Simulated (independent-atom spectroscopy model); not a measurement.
# TiN on SrTiO3: peak ratios against emission angle

Aim: the ratio of the N 1s peak of the film to the Sr 2s peak of the substrate as the sample is tilted.

Method: angle-resolved photoelectron peak ratio of a uniform film on a substrate: exponential attenuation with lengths from TPP-2M (nominal gaps) and the elastic albedo, Dirac-Hartree-Slater cross sections, magic-angle geometry; computed with independent-atom spectroscopy model, version 2.

### 1 Film and substrate

0.53 nm of TiN (4.66 g/cm³) on SrTiO3 (5.12 g/cm³).

### 2 Calculation

The inputs of this calculation:

```json
{
  "film": "TiN",
  "film_density": 4.66,
  "base": "SrTiO3",
  "base_density": 5.12,
  "photon_energy": 9251.7,
  "film_peak": "N 1s",
  "base_peak": "Sr 2s",
  "thickness": 0.53,
  "emission_angle": [0, 10, 20, 30, 40, 45, 50, 55]
}
```

Units: film_density in g/cm³, base_density in g/cm³, photon_energy in eV, thickness in nm, emission_angle in degrees.

**Question.** What will these runs give? Wanted: ratio at normal emission; ratio at 55°.

The runs gave:

| quantity | value |
| --- | --- |
| ratio at normal emission | 0.00418 |
| ratio at 55° | 0.00747 |
| attenuation length of the substrate peak in the film | 9.19 nm |
| thickness over that length | 0.06 |

What this shows: The film is 0.058 attenuation lengths thick, so 94 % of the substrate's signal gets out at 0°. Tilting to 55° lengthens the path by 1/cos θ and raises the ratio 1.8-fold. Islands, roughness and grazing exit, where elastic scattering matters more, are outside the model.
